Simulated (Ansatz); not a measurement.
**CH₄GeO₂Zn: a ladder of functionals and wavefunction methods**

An exercise on one series of results from a longer session: the logs are not shown, and one member is left open.

Program: Ansatz 0.2.0, Gaussian basis. Level of theory: functionals in def2-TZVPP, the program's frozen cores in correlated methods. These are calculated values, not measurements.

Plan: LDA (SPW92), PBE-D4, revPBE-D4, BLYP-D4, r2SCAN-D4, B97M-V, PBE0-D4, B3LYP-D4, r2SCANh-D4, r2SCAN0-D4, HSE06-D4, BHLYP-D4, CAM-B3LYP-D4, LC-ωPBE, ωB97X-V, ωB97M-V, B2PLYP, PBE-QIDH; CCSD(T)/def2-SVP; CCSD(T)/def2-TZVPP; MP2/def2-QZVPP; extrapolation to the limit; RPA on PBE.

## The relaxed structure

All runs share one geometry, relaxed beforehand with PBE0-D4 in a triple-zeta def2 set.

9 atoms, charge 0, spin multiplicity 1.

Atoms are counted from 1 here; the program's logs count them from 0.

Bond lengths: O1–C2 1.375 Å, O1–H6 0.961 Å, C2–Zn3 2.093 Å, C2–Ge5 2.030 Å, C2–H7 1.092 Å, Zn3–O4 1.897 Å, O4–Ge5 1.768 Å, Ge5–H8 1.547 Å, Ge5–H9 1.541 Å. Angles: C2–O1–H6 109.6°, O1–C2–Zn3 126.6°, O1–C2–Ge5 122.2°, O1–C2–H7 107.4°, Zn3–C2–Ge5 78.6°, Zn3–C2–H7 106.5°, Ge5–C2–H7 113.0°, C2–Zn3–O4 92.1°, Zn3–O4–Ge5 90.8°, C2–Ge5–O4 98.2°, C2–Ge5–H8 107.7°, C2–Ge5–H9 112.6°, O4–Ge5–H8 113.5°, O4–Ge5–H9 111.7°, H8–Ge5–H9 112.4°.

Set-up of the first run:

The input, in.yaml:

```yaml
crystal:
  periodic: [false, false, false]
  atoms:
    - {symbol: O, position_ang: [-0.112528, 1.823011, -0.777346]}
    - {symbol: C, position_ang: [0.554258, 0.714423, -0.310660]}
    - {symbol: Zn, position_ang: [1.056656, -0.994528, -1.409559]}
    - {symbol: O, position_ang: [0.186995, -2.134633, -0.166876]}
    - {symbol: Ge, position_ang: [-0.379697, -0.738259, 0.756973]}
    - {symbol: H, position_ang: [-0.974141, 1.562794, -1.114862]}
    - {symbol: H, position_ang: [1.476665, 1.062570, 0.158924]}
    - {symbol: H, position_ang: [-1.904353, -0.501232, 0.641791]}
    - {symbol: H, position_ang: [0.096145, -0.794136, 2.221595]}
basis:
  gaussian: {orbitals: def2-TZVPP}
hamiltonian: {xc: lda}
output: {orbitals: {seedname: orbitals}}
```

Started as:

```
$ ansatz run in.yaml --threads 2 --pin off --events-out ev --progress --plain --max-ram 32768MiB --backend cpu
```

Steps of the session up to this table: LDA; PBE-D4 (GGA); revPBE-D4 (GGA); BLYP-D4 (GGA); r2SCAN-D4 (meta-GGA); B97M-V (meta-GGA); B3LYP-D4 (hybrid); r2SCANh-D4 (hybrid); r2SCAN0-D4 (hybrid); HSE06-D4 (hybrid); BHLYP-D4 (hybrid); CAM-B3LYP-D4 (range-separated); LC-ωPBE (range-separated); ωB97X-V (range-separated); ωB97M-V (range-separated); B2PLYP (double hybrid); PBE-QIDH (double hybrid).

One table of the session follows, with a row left open; its other results are not shown here.

It belongs to the step «Orbital energies across the functionals». 

| functional | HOMO (eV) | LUMO (eV) | gap (eV) |
| --- | --- | --- | --- |
| LDA (SPW92) | -5.55 | -3.42 | 2.13 |
| PBE-D4 | -5.31 | -3.21 | 2.10 |
| revPBE-D4 | -5.22 | -3.12 | 2.10 |
| BLYP-D4 | -5.23 | -3.17 | 2.06 |
| r2SCAN-D4 | -5.48 | -3.13 | 2.35 |
| B97M-V | -5.47 | -3.28 | 2.19 |
| PBE0-D4 | -6.23 | -2.54 | 3.69 |
| B3LYP-D4 | -6.13 | -2.81 | 3.33 |
| r2SCANh-D4 | -5.84 | -2.87 | 2.96 |
| r2SCAN0-D4 | -6.36 | -2.49 | 3.87 |
| HSE06-D4 | -5.84 | -2.90 | 2.95 |
| BHLYP-D4 | -7.08 | -1.91 | 5.17 |
| CAM-B3LYP-D4 | -7.44 | -1.75 | 5.70 |
| LC-ωPBE | ? | ? | ? |
| ωB97X-V | -8.24 | -0.77 | 7.47 |
| ωB97M-V | -8.19 | -0.89 | 7.31 |

Q: Estimate the row for LC-ωPBE from the others.

The run gave: HOMO (eV): -8.51; LUMO (eV): -0.69; gap (eV): 7.82. In the column «HOMO (eV)» it is the lowest.
